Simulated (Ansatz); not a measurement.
# Bi2Te3 (Tellurobismuthite): band structure with PBE

**Measured values to compare with.**

“Vacancy and Antisite-Induced Ferromagnetism in Liquid-Phase Exfoliated Bi2Te3”, 2024, arxiv:2412.10539 quotes, for a bulk crystal of Bi2Te3: band gap 0.17 eV.

Bi2Te3 (Tellurobismuthite):

```
CELL_PARAMETERS angstrom
2.19300 1.26613 10.16567
-2.19300 1.26613 10.16567
0.00000 -2.53226 10.16567
ATOMIC_POSITIONS crystal
Bi 0.60000 0.60000 0.60000
Bi 0.40000 0.40000 0.40000
Te 0.79050 0.79050 0.79050
Te 0.20950 0.20950 0.20950
Te 0.00000 0.00000 0.00000
```

```yaml
Program: Ansatz 0.2.0
Task: band structure
Functional: PBE
Potentials_or_basis: all-electron LAPW, scalar-relativistic
Cutoff: 187 eV (chosen from the basis error)
Basis_error_allowed: 0.002 eV/atom
k_mesh: 7 × 7 × 7
Occupations: fermi-dirac, width 0.05 eV
Spin: no spin polarisation
```

The pressure is 1.9 GPa. The largest force is 0.041 eV/Å, the band gap on the k mesh is 0.29 eV, direct and the band gap along the path is 0.29 eV, direct.

Forces on the atoms (eV/Å):
```
Bi   0.000  0.000 -0.035
Bi   0.000  0.000  0.035
Te   0.000  0.000 -0.041
Te   0.000  0.000  0.041
Te   0.000  0.000  0.000
```

Stress tensor (GPa, compression positive):
```
1.99 0.00 0.00
0.00 1.99 0.00
0.00 0.00 1.79
```

Levels at the corners of the path, in eV from the valence-band top:
```
point  band 69  band 70  band 71  band 72  band 73  band 74  band 75  band 76  band 77  band 78
    Γ    -1.71    -1.71    -0.87    -0.87     0.00     0.29     0.65     0.65     1.97     2.11
    L    -3.15    -2.91    -2.42    -0.92    -0.51     0.58     1.06     2.75     2.79     3.33
   B1    -3.45    -2.56    -1.95    -0.98    -0.78     1.20     1.45     2.52     3.24     4.20
```

Run time: 37 s on 4 threads of Arm Neoverse V1, with other jobs on the host, peak memory 0.87 GiB.

Against the measured gap of Bi2Te3, 0.17 eV (quoted in “Vacancy and Antisite-Induced Ferromagnetism in Liquid-Phase Exfoliated Bi2Te3”, 2024, arxiv:2412.10539), the calculated 0.29 eV is off by +0.12 eV. Spin-orbit coupling on Bi, Te is left out. The value is that of PBE, without temperature or zero-point motion.

Caveat: spin-orbit coupling is left out, which as a rule narrows the gap of such compounds by several tenths of an eV.
